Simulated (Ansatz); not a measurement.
This script drives Ansatz 0.2.0 through its Python package.

Script `elastic_cu.py`:
```python
'''Stiffness tensor and moduli of Cu.'''

from dataclasses import replace
import argparse
import warnings

import ansatz as az
import numpy as np

parser = argparse.ArgumentParser(description='Stiffness tensor and moduli of Cu.')
parser.add_argument('--xc', required=True, help='exchange-correlation functional')
parser.add_argument('--width-ev', type=float, default=0.1, help='smearing width (eV)')
parser.add_argument('--tolerance', type=float, default=1e-09, help='SCF tolerance (eV)')
parser.add_argument('--kgrid', type=int, nargs=3, required=True, help='k-point sampling')
args = parser.parse_args()

warnings.simplefilter('ignore', az.DeckWarning)

structure = (
    az.Lattice.of([2.530764, 0.0, 0.0], [-1.265382, 2.191706, 0.0], [0.0, 0.0, 8.261815])
    .atom('Cu', [0.0, 0.0, 0.0])
    .atom('Cu', [1 / 3, 2 / 3, 0.25])
    .atom('Cu', [0.0, 0.0, 0.5])
    .atom('Cu', [2 / 3, 1 / 3, 0.75])
)

model = (
    structure.calculation()
    .functional(args.xc)
    .basis(34 * az.Ry)
    .occupations(az.OccupationsMethod.COLD, width=args.width_ev)
    .scf(tolerance=args.tolerance)
    .kpoints(*args.kgrid)
)
# relax, then strain
rest = model.relax(cell=True).run().lattice
relaxed = az.Crystal(lattice=az.Lattice.of(rest.cell_ang))
for site in rest.sites:
    relaxed = relaxed.atom(site.symbol, site.position_frac)
model = replace(model, crystal=relaxed)
print('relaxed volume {:.3f} A^3'.format(abs(np.linalg.det(rest.cell_ang))))
res = model.elastic('clamped-ion').run()
elastic = res.elastic

C = np.asarray(elastic.c_gpa)
for i in range(6):
    for j in range(i, 6):
        if abs(C[i, j]) > 0.05:
            print(f'C{i + 1}{j + 1} = {C[i, j]:.1f} GPa')
print('smallest eigenvalue of C:', round(elastic.stability.min_eigenvalue_gpa, 1), 'GPa; tensor positive definite:', elastic.stability.min_eigenvalue_gpa > 0)
# averaged moduli need a positive definite tensor
if elastic.stability.min_eigenvalue_gpa > 0:
    m = elastic.moduli
    print(f'K = {m.k_hill_gpa:.1f}, G = {m.g_hill_gpa:.1f}, E = {m.youngs_gpa:.1f} GPa, Poisson ratio {m.poisson:.3f}, K/G = {m.k_hill_gpa / m.g_hill_gpa:.2f}')
```

It is started by `python elastic_cu.py --xc pbesol --kgrid 20 20 6`. Estimate its wall time and peak memory on 1 thread of Intel(R) Xeon(R) Platinum 8259CL CPU @ 2.50GHz (Skylake/Cascade Lake) (shared host).

It took about 11 min, with a peak of 1.4 GiB, for 2 runs of the engine.

```console
$ python elastic_cu.py --xc pbesol --kgrid 20 20 6
relaxed volume 45.268 A^3
C11 = 274.1 GPa
C12 = 131.8 GPa
C13 = 98.5 GPa
C22 = 274.1 GPa
C23 = 98.5 GPa
C33 = 303.6 GPa
C44 = 23.9 GPa
C55 = 23.9 GPa
C66 = 71.2 GPa
smallest eigenvalue of C: 23.9 GPa; tensor positive definite: True
K = 167.7, G = 49.9, E = 136.1 GPa, Poisson ratio 0.365, K/G = 3.36
```

Notes:
- Spin is left out of this run.
- A positive definite tensor excludes instabilities under uniform strain alone; phonons elsewhere in the zone can still be imaginary.
- The program warned that this SCF threshold is loose for forces or stresses.
- These are clamped-ion constants: where atoms have free coordinates under strain, the relaxed-ion ones can be far smaller or negative, so this tensor doesn't settle whether the crystal is stable.
- This isn't the structure that Cu takes at ambient conditions.
- Shear constants of a metal converge slowly with the k-point mesh and can be wrong in sign on a coarse one; the constants belong to the cell that was strained.
- The script silences the warnings on its input, which a real study should read.

(A comment or docstring line of the script was reworded after the run, the code is as it ran.)
